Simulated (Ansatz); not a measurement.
# CH2N2 (methanediimine): HF/def2-TZVP

What is the electronic atomisation energy of CH2N2 (methanediimine) at HF/def2-TZVP? 

Program for the calculation: Ansatz 0.2.0.

50 further runs of the same task are left out: 50 set aside as unsound or not needed.

## 1. The system as given

CH2N2: 5 atoms, total charge 0, spin state singlet. As SMILES, `N=C=N`. Geometry: relaxed at PBE0-D4/def2-TZVP.

Bond lengths: N1–C2 1.217 Å, C2–N3 1.217 Å, N1–H4 1.010 Å, N3–H5 1.010 Å. Angles: N1–C2–N3 171.2°, C2–N1–H4 119.5°, C2–N3–H5 119.5°.

## 2. The energy at HF/def2-TZVP

Contents of in.yaml:

```yaml
basis:
  gaussian:
    orbitals: def2-TZVP
crystal:
  periodic: [false, false, false]
  atoms:
    - symbol: "N"
      position_ang: [-1.223010, -0.197100, -0.034990]
    - symbol: C
      position_ang: [-0.008090, -0.139620, -0.075660]
    - symbol: "N"
      position_ang: [1.197320, -0.245880, -0.204970]
    - symbol: H
      position_ang: [-1.767940, 0.622550, -0.262140]
    - symbol: H
      position_ang: [1.801730, -0.039940, 0.577760]
hamiltonian:
  xc: hf
accuracy: high
output:
  orbitals: {seedname: orbitals}
```

Started as:

```
ansatz run in.yaml --threads 1 --pin off --max-ram 3480MiB --events-out events.jsonl --progress --plain --runs-dir runs
```

The program printed:

```text
Warning: RAYON_NUM_THREADS=1 ignored (pool sized by the plan → 1); use --threads N
Functional definition: HF
  name "HF"
  exchange = exact_x
  correlation = 0
1744 factors; integrals over basis functions are off by at most 3.7e-9 eV
mean field evaluation 1: about -4023.9664 eV, gradient 3.4e1 eV
mean field evaluation 2: about -4023.9707 eV, gradient 3.4e1 eV
mean field evaluation 4: about -4026.2067 eV, gradient 3.1e0 eV
mean field evaluation 8: about -4026.2531 eV, gradient 1.7e-1 eV
mean field -4026.25348784 eV, -147.9620865854 hartree, gradient 3.3e-8 eV, S^2 0.000000; 0 other end points of the search recorded, 0 dependent functions left out
reference -4026.25348784 eV, -147.9620865854 hartree; 11, 11 occupied and 94, 94 virtual orbitals, 1744 factors
Total energy: -4026.25348784 eV, -147.9620865854 hartree
```

It took 1.9 s on 1 thread of Arm Neoverse V2, shared host; peak memory 0.22 GiB.

## 3. The C atom at the same level

Contents of molecule.yaml:

```yaml
basis:
  gaussian: {orbitals: def2-TZVP}
crystal:
  periodic: [false, false, false]
  atoms:
    - {symbol: C, position_ang: [0.000000, 0.000000, 0.000000]}
magnetization: {spin_polarized: true, initial_magnetization: 2}
hamiltonian: {xc: hf}
accuracy: high
```

Run the same way, it converges to -37.69248 Eh (log not shown).

## 4. The H atom, same level

Contents of run.yaml:

```yaml
basis:
  gaussian:
    orbitals: def2-TZVP
crystal:
  periodic: [false, false, false]
  atoms:
    - symbol: H
      position_ang: [0.000000, 0.000000, 0.000000]
magnetization:
  spin_polarized: true
  initial_magnetization: 1
hamiltonian:
  xc: hf
accuracy: high
```

Run the same way, it converges to -0.49981 Eh (log not shown).

## 5. The N atom, same level

Contents of in.yaml:

```yaml
basis:
  gaussian:
    orbitals: def2-TZVP
crystal:
  periodic: [false, false, false]
  atoms:
    - {symbol: "N", position_ang: [0.000000, 0.000000, 0.000000]}
magnetization:
  spin_polarized: true
  initial_magnetization: 3
hamiltonian:
  xc: hf
accuracy: high
```

Run the same way, it converges to -54.40275 Eh (log not shown).

## 6. Summary of results

At HF/def2-TZVP:

| quantity | value |
| --- | --- |
| molecule: total energy | -147.96209 Eh |
| molecule: HOMO energy | -11.59 eV |
| molecule: LUMO energy | 3.41 eV |
| molecule: HOMO–LUMO gap | 15.00 eV |
| C atom: total energy | -37.69248 Eh |
| C atom: ⟨S²⟩ | 2.010 |
| H atom: total energy | -0.49981 Eh |
| H atom: ⟨S²⟩ | 0.750 |
| N atom: total energy | -54.40275 Eh |
| N atom: ⟨S²⟩ | 3.758 |
| electronic atomisation energy | 12.640 eV |

Taking the molecule apart into free atoms costs 12.64 eV (1220 kJ/mol), before zero-point energy and without spin-orbit coupling. Hartree–Fock lacks the correlation of the bonding pairs, which as a rule makes this value much too low; in minimal bases other errors can mask that.
